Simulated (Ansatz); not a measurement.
Write a Python script for Ansatz 0.2.0, Python API that makes the spin response to a magnetic field of ZrB, space group Fm-3m. Level of theory (first run): PBE, PAW, the default cutoff (420 eV here), 9×9×9 k-points, Fermi-Dirac smearing of 0.1 eV, collinear spin, D3BJATM dispersion.

```
Zr B
1.0
     0.00000    2.45632    2.45632
     2.45632    0.00000    2.45632
     2.45632    2.45632    0.00000
Zr B
1 1
Direct
  0.50000 0.50000 0.50000
  0.00000 0.00000 0.00000
```

`zeeman_zrb.py`:
```python
"""Response of the spins of ZrB to a Zeeman field."""

import warnings

import ansatz as az
import numpy as np

XC = "PBE"
DISPERSION = "d3bjatm"
MESH = (9, 9, 9)
OCCUPATIONS = "fermi_dirac"
SMEARING_WIDTH = 0.1

warnings.simplefilter("ignore", az.DeckWarning)

cell = (
    az.Lattice.of([0.0, 2.456321, 2.456321], [2.456321, 0.0, 2.456321], [2.456321, 2.456321, 0.0])
    .atom("Zr", [0.5, 0.5, 0.5])
    .atom("B", [0.0, 0.0, 0.0])
)

setup = (
    cell.calculation()
    .functional(XC, dispersion=DISPERSION)
    .pseudopotentials("paw")
    .kpoints(*MESH, center="gamma")
    .occupations(OCCUPATIONS, width=SMEARING_WIDTH)
    .spin("collinear")
)
# the field acts on the spins alone; such large fields lift the response over the noise
rows = []
for tesla in [0, 250, 500]:
    r = (setup.magnetic_field(tesla) if tesla else setup).run(threads=1).report
    rows.append((tesla, r["magnetization_mub"], r["free_energy_ev"], r["components"].get("e_zeeman", 0.0)))
print("         B (T)      moment muB            F eV  Zeeman term eV")
for row in rows:
    print(f"{str(row[0]):>14s}  {row[1]:14.4f}  {row[2]:14.5f}  {row[3]:14.5f}")
slope = np.polyfit([row[0] for row in rows], [row[1] for row in rows], 1)[0]
print(f"dM/dB = {1000 * slope:.4f} muB per 1000 T per cell")
```

Running `python zeeman_zrb.py` prints:
```text
RunWarning: this spin-polarised run has no starting moment large enough to seed its density, so its SCF can try parallel moments of its own, which can die out, and starts no order whose moments cancel. Behind that start scf.lower_state_search: light tries no other order and makes no probe for moments, and off searches [...]
         B (T)      moment muB            F eV  Zeeman term eV
             0          0.0000     -4341.25572         0.00000
           250          0.0224     -4341.25588        -0.00032
           500          0.0449     -4341.25637        -0.00130
dM/dB = 0.0897 muB per 1000 T per cell
```
(Warnings from the package without file and line, shortened.)

Caveats:
- Total energies depend on the potentials; only differences at equal settings carry meaning. A total without «per atom» is that of the cell as typed.
- Dispersion corrections can be off by several per cent in the lattices of metals, and by several GPa in the pressure at a fixed cell.
- For a metal this k-point mesh is coarse: on a finer one energies can move by several to tens of meV an atom and pressures by half a GPa or more, differences at one mesh by less.
- This cell is a computed structure, which may not be the phase found in nature.
- Orbital magnetism is left out. The response of a metal hangs strongly on mesh and smearing, and a straight-line fit holds only where the moment is linear in the field.
- The script silences the warnings on its input, which a real study should read.
- Wall time of the script: 8.9 s on 1 thread of Intel(R) Xeon(R) Platinum 8259CL CPU @ 2.50GHz (Skylake/Cascade Lake) (shared host), peak memory 0.39 GiB.

(Lines on the test bed's own set-up are left out of the output.)
